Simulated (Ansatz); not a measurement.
**C₂H₈ClGaS: basis-set convergence**

The task here is to estimate one member of a computed series from the others.

Method: one geometry, several basis sets; program: Ansatz 0.2.0, Gaussian basis.

Levels to be run: PBE0-D4/def2-SVP; ωB97M-V/def2-SVP; PBE0-D4/def2-QZVPP; ωB97M-V/def2-QZVPP; the functionals' def2-TZVPP values are taken from earlier runs.

## The relaxed structure

All runs share one geometry, relaxed beforehand with PBE0-D4 in a triple-zeta def2 set.

SMILES `[CH3][Ga-]([CH3])([SH2+])[Cl]`, 13 atoms, charge 0, spin multiplicity 1.

Atoms are counted from 1 here; the program's logs count them from 0.

Bond lengths: C1–Ga2 1.968 Å, C1–H6 1.093 Å, C1–H7 1.091 Å, C1–H8 1.093 Å, Ga2–C3 1.968 Å, Ga2–S4 2.689 Å, Ga2–Cl5 2.196 Å, C3–H9 1.093 Å, C3–H10 1.093 Å, C3–H11 1.091 Å, S4–H12 1.344 Å, S4–H13 1.344 Å. Angles: Ga2–C1–H6 111.9°, Ga2–C1–H7 110.8°, Ga2–C1–H8 109.5°, H6–C1–H7 109.2°, H6–C1–H8 107.8°, H7–C1–H8 107.5°, C1–Ga2–C3 129.0°, C1–Ga2–S4 97.7°, C1–Ga2–Cl5 113.4°, C3–Ga2–S4 97.6°, C3–Ga2–Cl5 113.4°, S4–Ga2–Cl5 94.9°, Ga2–C3–H9 109.5°, Ga2–C3–H10 111.9°, Ga2–C3–H11 110.8°, H9–C3–H10 107.8°, H9–C3–H11 107.5°, H10–C3–H11 109.2° and more.

Set-up of the first run:

Contents of in.yaml:

```yaml
crystal:
  periodic: [false, false, false]
  atoms:
    - {symbol: C, position_ang: [-1.737979, -0.512487, -0.656153]}
    - {symbol: Ga, position_ang: [0.068774, 0.268165, -0.638030]}
    - {symbol: C, position_ang: [1.797866, -0.620309, -0.330039]}
    - {symbol: S, position_ang: [-0.108989, 1.531972, 1.728779]}
    - {symbol: Cl, position_ang: [0.233701, 2.109728, -1.823690]}
    - {symbol: H, position_ang: [-1.871098, -1.250113, 0.138769]}
    - {symbol: H, position_ang: [-2.496878, 0.265227, -0.553835]}
    - {symbol: H, position_ang: [-1.908278, -1.015420, -1.611374]}
    - {symbol: H, position_ang: [2.110601, -1.135291, -1.241831]}
    - {symbol: H, position_ang: [1.737763, -1.362403, 0.469581]}
    - {symbol: H, position_ang: [2.570316, 0.110217, -0.083294]}
    - {symbol: H, position_ang: [-1.163065, 0.848192, 2.204883]}
    - {symbol: H, position_ang: [0.767256, 0.762533, 2.396243]}
basis:
  gaussian: {orbitals: def2-SVP}
hamiltonian: {xc: pbe0, dispersion: d4}
output: {orbitals: {seedname: orbitals}}
```

The run is started by

```sh
$ ansatz run in.yaml --threads 4 --pin off --events-out ev --progress --plain --max-ram 11315MiB
```

Steps of the session up to this table: PBE0-D4 in def2-SVP; ωB97M-V in def2-SVP; PBE0-D4 in def2-QZVPP; ωB97M-V in def2-QZVPP.

One table of the session follows, with a row left open; its other results are not shown here.

It belongs to the step «Functionals by basis». 

```
functional       basis  HOMO (eV)  LUMO (eV)
   PBE0-D4    def2-SVP          ?          ?
   PBE0-D4  def2-TZVPP      -7.39      -0.52
   PBE0-D4  def2-QZVPP      -7.42      -0.60
   ωB97M-V    def2-SVP      -9.42       1.94
   ωB97M-V  def2-TZVPP      -9.61       1.38
   ωB97M-V  def2-QZVPP      -9.64       0.83
```

Estimate the missing values for PBE0-D4, def2-SVP.

**Answer.** HOMO (eV): -7.22; LUMO (eV): -0.05. In the column «HOMO (eV)» it is the highest.
